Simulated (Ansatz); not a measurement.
Working through a rigid scan of one bond length of C2H6Se2, SMILES C[Se][Se]C

With Ansatz 0.2.0, Python API.

The cells in order, each with its output:

In [1]:
```python
import warnings

import ansatz as az
import matplotlib.pyplot as plt
import numpy as np
```

In [2]:
```python
BASIS = "def2-SVP"
XC = "hf"

warnings.simplefilter("ignore", az.DeckWarning)
```

In [3]:
```python
system = (
    az.Crystal.molecule()
    .atom("C", [-1.8262, 0.1517, 0.0283])
    .atom("Se", [-0.5532, 1.6128, -0.1053])
    .atom("Se", [0.8916, 0.4485, 1.3466])
    .atom("C", [1.8971, -0.392, -0.1448])
    .atom("H", [-2.1844, 0.0572, 1.0554])
    .atom("H", [-1.4471, -0.7366, -0.3683])
    .atom("H", [-2.733, 0.4723, -0.5897])
    .atom("H", [1.139, -1.0043, -0.7186])
    .atom("H", [2.6414, -1.0352, 0.2822])
    .atom("H", [2.2579, 0.3743, -0.7828])
)
```

In [4]:
```python
symbols = [site.symbol for site in system.cartesian_sites]
start = np.array([site.position_ang for site in system.cartesian_sites])
axis = (start[1] - start[2]) / np.linalg.norm(start[1] - start[2])
moving = [0, 1, 4, 5, 6]
lengths, energies = [2.0, 2.17, 2.36, 2.59, 2.95, 3.53, 4.24, 5.18], []
for length in lengths:
    xyz = start.copy()
    xyz[moving] += (length - np.linalg.norm(start[1] - start[2])) * axis
    point = az.Crystal.molecule()
    for symbol, place in zip(symbols, xyz):
        point = point.atom(symbol, place.tolist())
    calc = point.calculation().basis(gaussian=BASIS).functional(XC)
    summary = calc.run().report
    energies.append(summary["free_energy_ev"])
    print(f"r = {length:6.3f} A  E = {energies[-1]:.5f} eV  <S^2> = {abs(summary['mean_field']['state']['spin_squared']):.3f}")
```
```text
r =  2.000 A  E = -132742.55841 eV  <S^2> = 0.000
r =  2.170 A  E = -132743.77545 eV  <S^2> = 0.000
r =  2.360 A  E = -132744.12944 eV  <S^2> = 0.000
r =  2.590 A  E = -132743.87836 eV  <S^2> = 0.000
r =  2.950 A  E = -132742.96548 eV  <S^2> = 0.000
r =  3.530 A  E = -132741.43390 eV  <S^2> = 0.000
r =  4.240 A  E = -132740.08407 eV  <S^2> = 0.000
r =  5.180 A  E = -132739.09161 eV  <S^2> = 0.000
```

In [5]:
```python
print("energy above the lowest point (eV):", [round(e - min(energies), 3) for e in energies])
plt.figure(figsize=(4.5, 3))
plt.plot(lengths, np.array(energies) - min(energies), "o-")
plt.xlabel("bond length (A)")
plt.ylabel("E - E(min) (eV)")
plt.tight_layout()
plt.savefig("scan.png", dpi=100)
```
```text
energy above the lowest point (eV): [1.571, 0.354, 0.0, 0.251, 1.164, 2.696, 4.045, 5.038]
```

Caveats:
- Total energies depend on the basis set; only differences at equal settings carry meaning.
- The rest of the molecule is held rigid at a force-field or estimated start geometry, and the basis set is modest; single-reference methods fail as a bond breaks.
- Hartree-Fock leaves correlation out, so bond, atomisation and ionisation energies come out well too low.
- The orbitals are restricted, so S² is zero by construction.
- Toward dissociation an unrestricted state can lie under the restricted one, by tenths of an eV for polar bonds under a functional and by 1 to 2 eV or more for others.
- Wall time of the script: 48 s on 1 thread of Arm Neoverse V1, with other jobs on the host, peak memory 0.48 GiB.
